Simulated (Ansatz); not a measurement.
# CH2F2Si (SMILES FC=[SiH]F): functionals against CCSD(T) at one geometry

An exercise on one series of results from a longer session: the logs are not shown, and one member is left open.

Computed with Ansatz 0.2.0, Gaussian basis. Level: single points in def2-TZVPP.

Cores are frozen in the correlated methods.

## The starting structure

SMILES `FC=[SiH]F`, 6 atoms, charge 0, spin multiplicity 1.

Atoms are counted from 1 here; the program's logs count them from 0.

Bond lengths: F1–C2 1.301 Å, C2–Si3 1.767 Å, C2–H5 1.243 Å, Si3–F4 1.711 Å, Si3–H6 1.492 Å. Angles: F1–C2–Si3 121.2°, F1–C2–H5 104.1°, Si3–C2–H5 130.1°, C2–Si3–F4 128.6°, C2–Si3–H6 131.1°, F4–Si3–H6 100.3°.

As a file:

```xyz
6
charge 0, multiplicity 1
F     1.15750   -1.43060   -0.78310
C     0.70380   -0.21200   -0.73350
Si   -0.63860    0.22170    0.33050
F    -1.84910   -0.79300    0.98770
H     1.64510    0.48010   -1.15810
H    -1.07720    1.54250    0.86790
```

Set-up of the first run:

The input, run/in.yaml:

```yaml
crystal:
  periodic: [false, false, false]
  atoms:
    - {symbol: F, position_ang: [1.157500, -1.430600, -0.783100]}
    - {symbol: C, position_ang: [0.703800, -0.212000, -0.733500]}
    - {symbol: Si, position_ang: [-0.638600, 0.221700, 0.330500]}
    - {symbol: F, position_ang: [-1.849100, -0.793000, 0.987700]}
    - {symbol: H, position_ang: [1.645100, 0.480100, -1.158100]}
    - {symbol: H, position_ang: [-1.077200, 1.542500, 0.867900]}
basis:
  gaussian: {orbitals: def2-TZVPP}
correlation: {method: ccsd_t}
output: {forces: true}
```

No record of the launch command was kept for these runs.

Steps of the session up to this table: CCSD(T)/def2-TZVPP; PBE0-D4/def2-TZVPP; wB97M-V/def2-TZVPP; r2SCAN-D4/def2-TZVPP; PBE-D4/def2-TZVPP; wB97X-V/def2-TZVPP; LC-wPBE/def2-TZVPP.

One of the session's tables, all rows but one given; the rest of the session is left out.

```
   method  RMS force component (eV/Å)  angle to CCSD(T) forces (°)  dipole (D)
  CCSD(T)                       1.719                    reference        2.08
  PBE0-D4                           ?                            ?           ?
  wB97M-V                       1.661                          8.1        2.09
r2SCAN-D4                       1.619                          3.0        1.92
   PBE-D4                       1.549                          5.9        1.85
  wB97X-V                       1.686                          8.3        2.13
  LC-wPBE                       1.677                         11.1        2.20
```

**Question.** Estimate the row for PBE0-D4.

**Answer.** RMS force component (eV/Å): 1.597; angle to CCSD(T) forces (°): 6.2; dipole (D): 2.07. In the column «RMS force component (eV/Å)» it lies between PBE-D4 (1.549) and r2SCAN-D4 (1.619).
